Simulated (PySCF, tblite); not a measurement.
# C6H14SSi: geometry, infrared bands and NMR shifts

Aim: predict the infrared bands and NMR shifts of C6H14SSi (`CC(C)S[C@@H]1C[Si@H]1C`).

Programs: tblite 0.8.0 and PySCF 2.14.0, with density-fitted response routines of our own. Each step states its level of theory. These are calculated values for one molecule in the gas phase, unless marked as measured. Atoms count from 0, in the outputs and in this text.

## Step 1: The molecule as given

22 atoms, charge 0, multiplicity 1; geometry from: force field or distance geometry start.

Bonds of the start (Å): C0–C1 1.50, C1–C2 1.51, C1–S3 1.81, S3–C4 1.80, C4–C5 1.51, C5–Si6 1.86, Si6–C7 1.88, Si6–C4 1.87, C0–H8 1.10, C0–H9 1.11, C0–H10 1.11, C1–H11 1.10, C2–H12 1.11, C2–H13 1.09, C2–H14 1.11, C4–H15 1.12, C5–H16 1.10, C5–H17 1.10, Si6–H18 1.46, C7–H19 1.11, C7–H20 1.11, C7–H21 1.11.

## Step 2: Geometry optimisation with GFN2-xTB

What the job is given:

```
{"job": {"kind": "relax", "xc": "GFN2-xTB", "basis": "xTB"}, "charge": 0, "multiplicity": 1}
C     -3.196900    -0.902900     0.742200
C     -2.094000    -0.544600    -0.211800
C     -2.046900     0.929700    -0.545600
S     -0.507100    -1.120000     0.431200
C      0.766000     0.140900     0.231800
C      1.297800     0.384300    -1.163900
Si     2.462600    -0.572000    -0.078000
C      3.906400     0.311100     0.741300
H     -2.756000    -1.284300     1.673100
H     -3.811200    -0.009300     0.981500
H     -3.882500    -1.673800     0.338900
H     -2.283900    -1.083800    -1.146100
H     -2.887300     1.204000    -1.216800
H     -2.041100     1.484600     0.398300
H     -1.097900     1.095100    -1.093000
H      0.762900     1.031800     0.905600
H      0.826900    -0.155800    -2.003800
H      1.591400     1.420600    -1.364300
H      2.541400    -2.015500    -0.261100
H      4.417700    -0.409000     1.409200
H      3.463400     1.145100     1.319000
H      4.557800     0.643200    -0.088700
```

Command:

```sh
OMP_NUM_THREADS=1 python probes_run.py task.json out
```

The driver reads the jobs from task.json and runs them one after another.

**Question.** This job is followed by: GFN2-xTB harmonic vibrations, gas phase; GIAO PBE0/pcSseg-1 NMR shielding, non-relativistic, gas phase. Predict these results of the whole session: strongest single infrared mode (GFN2-xTB); zero-point energy (GFN2-xTB); 13C shifts against TMS (PBE0/pcSseg-1); 1H shifts against TMS (PBE0/pcSseg-1, means over atoms taken as alike); 33S shifts against CS2 (PBE0/pcSseg-1); 29Si shifts against TMS (PBE0/pcSseg-1).

As calculated:

```
                                                              quantity                                               value
                             strongest single infrared mode (GFN2-xTB)                               2356 cm⁻¹, 239 km/mol
                                          zero-point energy (GFN2-xTB)                                      114.1 kcal/mol
                                13C shifts against TMS (PBE0/pcSseg-1)              44.2, 25.2, 24.8, 18.2, 10.7, -7.4 ppm
1H shifts against TMS (PBE0/pcSseg-1, means over atoms taken as alike)  3.19, 2.78, 2.31, 1.40, 1.24, 1.13, 0.49, 0.27 ppm
                                33S shifts against CS2 (PBE0/pcSseg-1)                                              96 ppm
                               29Si shifts against TMS (PBE0/pcSseg-1)                                          -106.7 ppm
```

The optimisation took 229 steps and gained 0.671 eV; among the close pairs (by a distance rule), C1–S3 changed most, from 1.806 to 1.850 Å. All 60 modes are real, so the xTB geometry is a minimum. The strongest single mode, at 2356 cm⁻¹, moves mainly H18. GFN2-xTB is a fitted tight-binding method: band positions and strengths are rough. Its intensities can rank the bands wrongly. At PBE0/pcSseg-1: The widest tensor belongs to Si6: span 330 ppm, with a paramagnetic part of -428 ppm.
